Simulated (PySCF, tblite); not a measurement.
# C5H5N2Si radical: geometry, infrared bands and EPR parameters

Aim: predict the infrared bands and EPR parameters of C5H5N2Si radical (`C#C[SiH2][C](C#N)N=C`).

Computed with tblite 0.8.0 and PySCF 2.14.0, with density-fitted response routines of our own, on a single molecule in the gas phase. Atoms are numbered from 0 throughout.

### Step 1. Starting geometry

13 atoms, charge 0, multiplicity 2; geometry from: force field or distance geometry start.

Bonds of the start (Å): C0–C1 1.22, C1–Si2 1.81, Si2–C3 1.88, C3–C4 1.46, C4–N5 1.15, C3–N6 1.45, N6–C7 1.29, C0–H8 1.07, Si2–H9 1.46, Si2–H10 1.47, C7–H11 1.07, C7–H12 1.11.

### Step 2. Optimising the geometry with GFN2-xTB

What the job is given:

```
{"job": {"kind": "relax", "xc": "GFN2-xTB", "basis": "xTB"}, "charge": 0, "multiplicity": 2}
C      2.893900     0.049600     0.597100
C      1.932400    -0.101300    -0.143200
Si     0.519600    -0.349000    -1.243000
C     -1.010200     0.384800    -0.440300
C     -1.101900     1.819100    -0.692500
N     -1.183400     2.946300    -0.897500
N     -0.987800     0.122000     0.989300
C     -1.720100    -0.866500     1.393400
H      3.729700     0.177200     1.258900
H      0.271300    -1.780800    -1.357000
H      0.775400     0.219500    -2.570200
H     -1.801600    -1.166700     2.413400
H     -2.321600    -1.453800     0.673700
```

Started as:

```bash
OMP_NUM_THREADS=1 python probes_run.py task.json out
```

One launch serves the whole session: the jobs run in the order shown.

**Question.** This job is followed by: GFN2-xTB harmonic vibrations, gas phase; UKS B3LYP, pcH-1 on C H N Si, non-relativistic, mean-field spin-orbit, GIAO. Predict these results of the whole session: strongest single infrared mode (GFN2-xTB); zero-point energy (GFN2-xTB); g(iso) (B3LYP); ⟨S²⟩; largest a(iso) (averaged by class); potential on the surface of density 0.002 e/bohr³, 1st and 99th percentile.

The runs gave:

| quantity | value |
| --- | --- |
| strongest single infrared mode (GFN2-xTB) | 727 cm⁻¹, 397 km/mol |
| zero-point energy (GFN2-xTB) | 48.9 kcal/mol |
| g(iso) (B3LYP) | 2.00264 |
| ⟨S²⟩ | 0.763 (exact 0.75) |
| largest a(iso) (averaged by class) | 13C on C7, 47.2 MHz |
| potential on the surface of density 0.002 e/bohr³, 1st and 99th percentile | -1.81 V and 1.70 V |

**Reading.** Over 78 steps the energy fell by 0.944 eV; of the close pairs, C3–N6 changed most, 1.454 to 1.310 Å. The lowest mode is slightly imaginary (19i cm⁻¹), a soft motion within the noise of the Hessian, so the minimum is not strictly shown. The strongest single mode, at 727 cm⁻¹, is spread over several atoms, Si2, H9, H10 among them. Unscaled tight-binding wavenumbers are off by several per cent, some by more. Its intensities can rank the bands wrongly. The largest share of the spin, 0.52 e, sits on C3. The isotropic g lies 0.3 ppt above the free-electron value. These values are for one conformer; the search (at its own cheap level) found 2 more, at 0.35, 0.55 kcal/mol, and measured spectra average over such forms.
